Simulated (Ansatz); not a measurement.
# H7MgNSi2: small, medium and large basis sets

The task here is to estimate one member of a computed series from the others.

Method: one geometry, several basis sets; program: Ansatz 0.2.0, Gaussian basis.

The runs, in order: PBE0-D4/def2-SVP; ωB97M-V/def2-SVP; PBE0-D4/def2-QZVPP; ωB97M-V/def2-QZVPP; the functionals' def2-TZVPP values are taken from earlier runs.

### The geometry

The geometry comes from an earlier relaxation with PBE0-D4 in a triple-zeta def2 set; it is a stationary point, not always the lowest conformer.

SMILES `[MgH][N]([SiH3])[SiH3]`, 11 atoms, charge 0, spin multiplicity 1.

Atoms are counted from 1 here; the program's logs count them from 0.

Bond lengths: Mg1–N2 1.928 Å, Mg1–H5 1.688 Å, N2–Si3 1.708 Å, N2–Si4 1.708 Å, Si3–H6 1.501 Å, Si3–H7 1.492 Å, Si3–H8 1.492 Å, Si4–H9 1.492 Å, Si4–H10 1.501 Å, Si4–H11 1.492 Å. Angles: N2–Mg1–H5 180.0°, Mg1–N2–Si3 116.8°, Mg1–N2–Si4 116.7°, Si3–N2–Si4 126.5°, N2–Si3–H6 107.0°, N2–Si3–H7 113.8°, N2–Si3–H8 113.8°, H6–Si3–H7 107.3°, H6–Si3–H8 107.3°, H7–Si3–H8 107.3°, N2–Si4–H9 113.8°, N2–Si4–H10 107.0°, N2–Si4–H11 113.8°, H9–Si4–H10 107.3°, H9–Si4–H11 107.2°, H10–Si4–H11 107.3°.

Set-up of the first run:

The input, in.yaml:

```yaml
crystal:
  periodic: [false, false, false]
  atoms:
    - {symbol: Mg, position_ang: [-0.512547, 2.003387, -0.290005]}
    - {symbol: N, position_ang: [-0.035758, 0.155164, -0.021023]}
    - {symbol: Si, position_ang: [0.343130, -0.317850, 1.575867]}
    - {symbol: Si, position_ang: [-0.033535, -0.846758, -1.404293]}
    - {symbol: H, position_ang: [-0.930051, 3.622407, -0.525278]}
    - {symbol: H, position_ang: [0.204100, 0.902152, 2.439460]}
    - {symbol: H, position_ang: [1.737793, -0.820735, 1.739624]}
    - {symbol: H, position_ang: [-0.570566, -1.359601, 2.127872]}
    - {symbol: H, position_ang: [-1.007786, -1.973918, -1.332768]}
    - {symbol: H, position_ang: [-0.429834, 0.013352, -2.569143]}
    - {symbol: H, position_ang: [1.300553, -1.434600, -1.719615]}
basis:
  gaussian: {orbitals: def2-SVP}
hamiltonian: {xc: pbe0, dispersion: d4}
output: {orbitals: {seedname: orbitals}}
```

Run with:

```bash
> ansatz run in.yaml --threads 4 --pin off --events-out ev --progress --plain --max-ram 10444MiB
```

Among the steps run: PBE0-D4 in def2-SVP; ωB97M-V in def2-SVP; PBE0-D4 in def2-QZVPP; ωB97M-V in def2-QZVPP.

One of the session's tables, all rows but one given; the rest of the session is left out.

It belongs to the step «Density functionals: the series». 

| functional | basis | HOMO (eV) |
| --- | --- | --- |
| PBE0-D4 | def2-SVP | -7.26 |
| PBE0-D4 | def2-TZVPP | -7.36 |
| PBE0-D4 | def2-QZVPP | -7.36 |
| ωB97M-V | def2-SVP | -9.49 |
| ωB97M-V | def2-TZVPP | ? |
| ωB97M-V | def2-QZVPP | -9.63 |

Q: Estimate the row for ωB97M-V, def2-TZVPP from the others.

As computed: HOMO (eV): -9.62. In the column «HOMO (eV)» it lies between ωB97M-V, def2-QZVPP (-9.63) and ωB97M-V, def2-SVP (-9.49).
